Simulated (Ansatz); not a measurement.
**MoHO+ (quintet): from Hartree-Fock to the top rungs, def2-SVP**

One table from this session's results is given with a row withheld; the runs are named, their logs left out.

The runs use Ansatz 0.2.0, Gaussian basis; def2-SVP, core rule «outside noble gas», up to 5 orbitals frozen.

The runs, in order: UHF; CCSD(T) on natural orbitals of UHF; CCSD(T) on UHF; CISD; CCSDT(Q) on natural orbitals of UHF; CCSDT(Q) on UHF.

26 further runs of the same task are left out: 9 for a known fault of the program, 8 that didn't finish, 9 set aside as unsound or not needed.

### What is computed

The geometry is a PBE0/def2-TZVP stationary point (not a proven minimum) of the parent state, kept for this charge and spin. No spin-orbit coupling is included. Elements past krypton take def2 core potentials.

3 atoms, charge 1, spin multiplicity 5.

Atoms are counted from 1 here; the program's logs count them from 0.

Bond lengths: Mo1–O2 2.329 Å, O2–H3 0.976 Å. Angles: Mo1–O2–H3 180.0°.

Set-up of the first run:

in.yaml

```yaml
crystal:
  periodic: [false, false, false]
  atoms:
    - {symbol: Mo, position_ang: [0.000000, 0.000000, 1.877700]}
    - {symbol: O, position_ang: [0.000000, 0.000000, -0.450800]}
    - {symbol: H, position_ang: [0.000000, 0.000000, -1.426900]}
basis:
  gaussian: {orbitals: def2-SVP}
total_charge: 1
magnetization: {spin_polarized: true, initial_magnetization: 4}
hamiltonian: {xc: hf}
output: {orbitals: {seedname: orbitals}}
```

Started as:

```bash
$ ansatz run in.yaml --threads 1 --pin off --events-out ev --progress --plain --max-ram 2393MiB
```

Among the steps run: UHF; CCSD(T) on natural orbitals of UHF; CCSD(T) on UHF; CISD; CCSDT(Q) on natural orbitals of UHF; CCSDT(Q) on UHF.

One of the session's tables, all rows but one given; the rest of the session is left out.

| method | from RCCSDT(Q) (kJ/mol) |
| --- | --- |
| UHF | +600.8 |
| RMP2 | -12.6 |
| UMP2 | ? |
| RCCSD | +39.8 |
| UCCSD | +21.0 |
| RCCSD(T) | +15.3 |
| UCCSD(T) | +9.5 |
| RCCSDT | +7.7 |
| UCCSDT | +2.1 |
| RCCSDT(Q) | 0 |
| UCCSDT(Q) | -0.2 |

Estimate the missing values for UMP2.

The run gave: from RCCSDT(Q) (kJ/mol): +88.0. In the column «from RCCSDT(Q) (kJ/mol)» it lies between RCCSD (+39.8) and UHF (+600.8).

Not comparable, so not listed: CISD (they don't share determinant, frozen orbitals or solution with the rows shown, or repeat one).

Left out of the table: ROHF (another determinant or state than the rows shown).

Caveats from the session: The determinant is far from a pure spin state, so its energy mixes those of several spin states (harmless only where they are near-degenerate, as at dissociation). The report flags that the cluster equations may have other roots. The program flags RCCSD(T), RCCSDT(Q) as in doubt, so the zero of the table is itself unsure. Warnings: spin contamination; coupled cluster took another determinant than the lowest; large T1 diagnostic. Restricted and unrestricted rows rest on different reference determinants; where their highest levels disagree by more than a few hundredths of an eV, they describe different states and don't form one ladder.
